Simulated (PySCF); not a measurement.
**C2H5FOSi (SMILES FC1CO[SiH2]1): levels of theory compared**

Wanted: a comparison of 6 runs (BHLYP/def2-SVP, BLYP/def2-SVP, M06-2X/def2-SVP, M06-L/def2-SVP, PBE/def2-SVP, TPSS/def2-SVP) of C2H5FOSi. 

The results are computed with PySCF 2.14.0.

1 further run of the same task is left out (set aside as unsound or not needed).

### 1 The structure to begin with

The species is C2H5FOSi (10 atoms), meant as a singlet with charge 0. As SMILES, `FC1CO[SiH2]1`. Geometry: relaxed at PBE0-D4/def2-TZVP.

Bond lengths: F1–C2 1.381 Å, C2–C3 1.541 Å, C3–O4 1.445 Å, C2–Si5 1.901 Å, O4–Si5 1.669 Å, C2–H6 1.092 Å, C3–H7 1.094 Å, C3–H8 1.093 Å, Si5–H9 1.486 Å, Si5–H10 1.485 Å. Some angles: F1–C2–C3 113.3°, F1–C2–Si5 118.4°, C3–C2–Si5 82.8°, C2–C3–O4 101.7°, C3–O4–Si5 94.5°, C2–Si5–O4 80.7°, F1–C2–H6 108.1°, C3–C2–H6 113.6°, Si5–C2–H6 118.8°, C2–C3–H7 110.5°.

### 2 A single-point energy at BHLYP/def2-SVP (run 1)

run.py reads:

```python
from pyscf import gto, dft

mol = gto.Mole()
mol.atom = '''
F     -3.440057    -0.619452    -1.532379
C     -1.655589    -0.157036     0.315395
C      0.549343    -2.059424     0.289695
O      2.702119    -0.408937    -0.022488
Si     0.964327     2.196051    -0.390795
H     -2.627664    -0.044975     2.131233
H      0.372843    -3.351240    -1.314305
H      0.757402    -3.146583     2.033345
H      1.551087     4.211633     1.474742
H      0.983036     3.283021    -2.978775
'''
mol.charge = 0
mol.basis = 'def2-svp'
mol.verbose = 4
mol.max_memory = 1860
mol.spin = 0
mol.unit = 'bohr'
mol.build()

mf = dft.RKS(mol)
mf.xc = 'bhandhlyp'
mf.conv_tol = 1e-10
mf.grids.level = 5
mf.kernel()
if not mf.converged:
    mf = mf.newton().run(mf.mo_coeff, mf.mo_occ)

etot = mf.e_tot
print(f'total energy: {etot:.8f} hartree')
```

Started as:

```bash
$ OMP_NUM_THREADS=1 python run.py
```

What it wrote:

```text
PySCF version 2.14.0

[... 80 lines left out ...]
converged SCF energy = -543.352052330099
total energy: -543.35205233 hartree
```

Wall time 24 s (1 thread of Intel Xeon at 2.70GHz, shared host); peak memory 0.51 GiB.

### 3 The energy at BLYP/def2-SVP (run 2)

start.xyz reads:

```xyz
10
C2H5FOSi
F     -1.820400    -0.327800    -0.810900
C     -0.876100    -0.083100     0.166900
C      0.290700    -1.089800     0.153300
O      1.429900    -0.216400    -0.011900
Si     0.510300     1.162100    -0.206800
H     -1.390500    -0.023800     1.127800
H      0.197300    -1.773400    -0.695500
H      0.400800    -1.665100     1.076000
H      0.820800     2.228700     0.780400
H      0.520200     1.737300    -1.576300
```

job.py reads:

```python
from pyscf import gto, dft

system = gto.M(
    atom='start.xyz',
    verbose=3,
    max_memory=1860,
    basis='def2-svp',
    spin=0,
)

mf = dft.RKS(system)
mf.xc = 'blyp'
mf.grids.level = 5
mf.conv_tol = 1e-10
mf.kernel()
if not mf.converged:
    mf = mf.newton().run(mf.mo_coeff, mf.mo_occ)

etot = mf.e_tot
print('E(%s) = %.9f' % ('BLYP', etot))
```

Started as:

```bash
$ OMP_NUM_THREADS=1 python job.py
```

What it wrote:

```text
converged SCF energy = -543.403211697414
E(BLYP) = -543.403211697
```

Wall time 26 s (1 thread of Intel Xeon at 2.70GHz, shared host); peak memory 0.51 GiB.

Run 3 isn't shown in full; the table further down has it.

### 4 A single-point energy at M06-L/def2-SVP (run 4)

job.py reads:

```python
# FC1CO[SiH2]1
from pyscf import gto, dft

mol = gto.M(
    atom='''
F     -3.440057    -0.619452    -1.532379
C     -1.655589    -0.157036     0.315395
C      0.549343    -2.059424     0.289695
O      2.702119    -0.408937    -0.022488
Si     0.964327     2.196051    -0.390795
H     -2.627664    -0.044975     2.131233
H      0.372843    -3.351240    -1.314305
H      0.757402    -3.146583     2.033345
H      1.551087     4.211633     1.474742
H      0.983036     3.283021    -2.978775
''',
    verbose=3,
    spin=0,
    max_memory=1860,
    charge=0,
    basis='def2-svp',
    unit='bohr',
)

ks = dft.RKS(mol, xc='m06-l')
ks.grids.level = 5
ks.conv_tol = 1e-10
ks.kernel()
if not ks.converged:
    ks = ks.newton().run(ks.mo_coeff, ks.mo_occ)

e_tot = ks.e_tot
print('Final energy', e_tot)
```

Started as:

```bash
$ OMP_NUM_THREADS=1 python job.py
```

What it wrote:

```text
converged SCF energy = -543.441864963293
Final energy -543.4418649632933
```

Wall time 41 s (1 thread of Intel Xeon at 2.70GHz, shared host); peak memory 0.53 GiB.

Run 5 isn't shown in full; the table further down has it.

### 5 The energy at TPSS/def2-SVP (run 6)

input.py reads:

```python
from pyscf import gto, dft

mol = gto.M(
    atom=[
    ('F', (-1.820400, -0.327800, -0.810900)),
    ('C', (-0.876100, -0.083100, 0.166900)),
    ('C', (0.290700, -1.089800, 0.153300)),
    ('O', (1.429900, -0.216400, -0.011900)),
    ('Si', (0.510300, 1.162100, -0.206800)),
    ('H', (-1.390500, -0.023800, 1.127800)),
    ('H', (0.197300, -1.773400, -0.695500)),
    ('H', (0.400800, -1.665100, 1.076000)),
    ('H', (0.820800, 2.228700, 0.780400)),
    ('H', (0.520200, 1.737300, -1.576300)),
],
    basis='def2-svp',
    verbose=3,
    max_memory=1860,
    charge=0,
)

calc0 = dft.RKS(mol, xc='tpss')
calc0.grids.level = 5
calc0.conv_tol = 1e-10
calc0.kernel()
if not calc0.converged:
    calc0 = calc0.newton().run(calc0.mo_coeff, calc0.mo_occ)

e_final = calc0.e_tot
print('E(%s) = %.9f' % ('TPSS', e_final))
```

Started as:

```bash
$ OMP_NUM_THREADS=1 python input.py
```

What it wrote:

```text
converged SCF energy = -543.535977256912
E(TPSS) = -543.535977257
```

Wall time 44 s (1 thread of Intel Xeon at 2.70GHz, shared host); peak memory 0.53 GiB.

### 6 The series

```tsv
run	level	energy (Eh)	dipole moment (D)	HOMO energy (eV)	LUMO energy (eV)	wall time
1	BHLYP/def2-SVP	-543.352052	1.33	-9.45	0.91	24 s
2	BLYP/def2-SVP	-543.403212	1.10	-6.31	-0.80	26 s
3	M06-2X/def2-SVP	-543.357270	1.27	-9.38	0.79	42 s
4	M06-L/def2-SVP	-543.441865	1.19	-6.82	-0.43	41 s
5	PBE/def2-SVP	-543.045896	1.11	-6.44	-0.97	25 s
6	TPSS/def2-SVP	-543.535977	1.14	-6.61	-0.74	44 s
```

### 7 What came out

| quantity | value |
| --- | --- |
| run 6: total energy | -543.53598 Eh |
| run 6: dipole moment | 1.14 D |
| run 6: HOMO energy | -6.61 eV |
| run 6: LUMO energy | -0.74 eV |
| run 6: HOMO–LUMO gap | 5.87 eV |

The dipole moment (its size) runs from 1.10 D (BLYP/def2-SVP) to 1.33 D (BHLYP/def2-SVP). The HOMO–LUMO gap runs from 5.47 eV (PBE/def2-SVP) to 10.37 eV (BHLYP/def2-SVP). Totals of different functionals can't be ranked against each other. All runs together took 3.4 min, the longest 44 s.
